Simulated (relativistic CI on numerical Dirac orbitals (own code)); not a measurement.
**Ions with 59 electrons, Lu¹²⁺ to W¹⁵⁺: levels along an isoelectronic sequence**

Aim: follow the lowest levels of 59-electron ions as the nuclear charge grows, with one list of configurations.

Program: relativistic CI on numerical Dirac orbitals (own code) version 3. Level of theory: Dirac-Coulomb-Breit CI, KLI orbitals optimised for each configuration, model QED (radiative potential, 1s self-energy scaled to tabulated hydrogen-like ionisation energies), valence Slater integrals scaled by 0.9, P86 correlation energy added to each configuration. These are calculated values, not measurements, unless marked.

### Step 1. Starting point

```
electrons      : 59
ions           : Lu¹²⁺, Hf¹³⁺, Ta¹⁴⁺, W¹⁵⁺
configurations : [Kr] 4d10 4f11 5s2; [Kr] 4d10 4f13; [Kr] 4d10 4f12 5s; [Xe] 4f5; [Kr] 4d10 4f12 5p; [Kr] 4d10 4f12 5d; [Kr] 4d10 4f10 5s2 6s
```

### Step 2. Lu¹²⁺ (Z = 71)

Input settings:

```ini
atom Lu  Z=71  charge=12  electrons=59
nucleus A=175  rms_radius_fm=5.3700
hamiltonian dirac-coulomb  breit=on  qed=on  c_scale=1
orbitals kli  potential=per-configuration
slater_scale 0.9
correlation p86
mixing on
configurations
  [Kr] 4d10 4f11 5s2
  [Kr] 4d10 4f13
  [Kr] 4d10 4f12 5s
  [Xe] 4f5
  [Kr] 4d10 4f12 5p
  [Kr] 4d10 4f12 5d
  [Kr] 4d10 4f10 5s2 6s
end
```

On the command line:

```
python run_levels.py task.json out
```

The settings of every run stand in task.json; they run in order.

### Step 3. Hf¹³⁺ (Z = 72)

Settings: those of step 2 with these lines changed.

```diff
@@ -1,3 +1,3 @@
-atom Lu  Z=71  charge=12  electrons=59
-nucleus A=175  rms_radius_fm=5.3700
+atom Hf  Z=72  charge=13  electrons=59
+nucleus A=180  rms_radius_fm=5.3470
 hamiltonian dirac-coulomb  breit=on  qed=on  c_scale=1
```

### Step 4. Ta¹⁴⁺ (Z = 73)

Settings: those of step 3 with these lines changed.

```diff
@@ -1,3 +1,3 @@
-atom Hf  Z=72  charge=13  electrons=59
-nucleus A=180  rms_radius_fm=5.3470
+atom Ta  Z=73  charge=14  electrons=59
+nucleus A=181  rms_radius_fm=5.3507
 hamiltonian dirac-coulomb  breit=on  qed=on  c_scale=1
```

### Step 5. W¹⁵⁺ (Z = 74)

Settings: those of step 4 with these lines changed.

```diff
@@ -1,3 +1,3 @@
-atom Ta  Z=73  charge=14  electrons=59
-nucleus A=181  rms_radius_fm=5.3507
+atom W  Z=74  charge=15  electrons=59
+nucleus A=184  rms_radius_fm=5.3658
 hamiltonian dirac-coulomb  breit=on  qed=on  c_scale=1
```

(Steps that only read results are left out.)

Before running it: what results should come out? Wanted: lowest level, first ion; lowest level, last ion; changes of the lowest level; interval 4I°13/2 to 4I°15/2; mean jj purity of the low levels.

The runs gave:

| quantity | value |
| --- | --- |
| lowest level, first ion | 4f11 5s2 4I°15/2 |
| lowest level, last ion | 4f11 5s2 4I°15/2 |
| changes of the lowest level | none |
| interval 4I°13/2 to 4I°15/2 | 10340 to 15480 cm⁻¹ |
| mean jj purity of the low levels | 65 to 74 % |

In words: The lowest level stays 4f11 5s2 4I°15/2 throughout. Over these ions the splitting within 4f11 5s2 4I° follows Z^9.7, steeper than the fourth power of a bare nucleus, since the screened charge grows faster than Z and higher orders in (Zα)² add to it. The low levels move towards jj coupling (LS purity 70 to 62 %). Only the listed configurations are in the model, so lower levels can be missing.
